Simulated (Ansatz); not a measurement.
# Hf: energy and pressure over a range of volumes

An exercise on one series of results from a longer session: the logs are not shown, and one member is left open.

Program: Ansatz 0.2.0. Level of theory: DFT PBEsol, scalar-relativistic. These are calculated values, not measurements.

## Starting point

Symmetry: P6_3/mmc, No. 194, hexagonal system. Conventional cell: a = 3.197 Å, b = 3.197 Å, c = 5.058 Å, α = 90.00°, β = 90.00°, γ = 120.00°. Hf (site symmetry -6m2) is surrounded by 12 Hf at 3.13 to 3.20 Å.

Coordinates:

```cif
data_structure
_symmetry_space_group_name_H-M 'P6_3/mmc'
_symmetry_Int_Tables_number 194
_cell_length_a 3.1967
_cell_length_b 3.1967
_cell_length_c 5.0578
_cell_angle_alpha 90.000
_cell_angle_beta 90.000
_cell_angle_gamma 120.000
_cell_volume 44.76
loop_
_atom_site_label
_atom_site_type_symbol
_atom_site_symmetry_multiplicity
_atom_site_Wyckoff_symbol
_atom_site_fract_x
_atom_site_fract_y
_atom_site_fract_z
_atom_site_occupancy
Hf1 Hf 2 c 0.33333 0.66667 0.25000 1
```

The file gives the conventional cell by its symmetry; the runs use the cell typed in the input.

Atoms are numbered in the order of the input: Hf1, Hf2.

The first run:

Input file input.yaml:

```yaml
crystal:
  lattice:
    - [3.1534945994, 0.0, 0.0]
    - [-1.5767472997, 2.7310064337, 0.0]
    - [0.0, 0.0, 4.9894429718]
  atoms:
    - { symbol: Hf, position: [0.3333333333, 0.6666666667, 0.25] }
    - { symbol: Hf, position: [0.6666666667, 0.3333333333, 0.75] }
kpoints:
  mp_grid: { grid: [13, 13, 7] }
  band_path:
    path:
      - [0.0, 0.0, 0.0]
      - [0.5, 0.0, 0.0]
      - [0.3333333333, 0.3333333333, 0.0]
      - [0.0, 0.0, 0.0]
      - [0.0, 0.0, 0.5]
      - [0.5, 0.0, 0.5]
      - [0.3333333333, 0.3333333333, 0.5]
      - [0.0, 0.0, 0.5]
      - [0.5, 0.0, 0.5]
    npoints: 5
scf:
  occupations: { method: fermi_dirac, width: 0.05 }
hamiltonian:
  xc: pbesol
  pseudopotentials: { kind: all_electron, lapw: { basis_error: 0.0005 } }
output:
  forces: true
  stress: true
  eigenvalues: true
```

On the command line:

```bash
> ansatz run input.yaml --threads 1 --pin off --max-ram 3072MiB --backend cpu --events-out ev --progress --plain --runs-dir out
```

Among the steps run: Volume × 0.96, LAPW; Volume × 0.96, PAW; Volume × 0.96, crystal datasets; Volume × 0.99, LAPW; Volume × 0.99, PAW; Volume × 0.99, crystal datasets; Volume × 1.02, LAPW; Volume × 1.02, PAW; Volume × 1.02, crystal datasets; Volume × 1.06, LAPW; Volume × 1.06, PAW; Volume × 1.06, crystal datasets.

One of the session's tables, all rows but one given; the rest of the session is left out.

```
          method  volume (Å³/atom)  pressure (GPa)
            LAPW            21.485            0.73
            LAPW            22.156           -2.67
            LAPW            22.828           -5.64
            LAPW            23.723           -9.01
             PAW            21.485               ?
             PAW            22.156           -2.69
             PAW            22.828           -5.66
             PAW            23.723           -9.03
crystal datasets            21.485            0.73
crystal datasets            22.156           -2.67
crystal datasets            22.828           -5.64
crystal datasets            23.723           -9.02
```

Estimate the missing values for PAW, 21.485.

As computed: pressure (GPa): 0.70. In the column «pressure (GPa)» it lies between crystal datasets, 22.156 (-2.67) and LAPW, 21.485 (0.73).

To keep in mind: Shape and positions are held, so a fully relaxed modulus can be lower. Warnings in the runs' records: gradients without spin orbit, crystal datasets made.
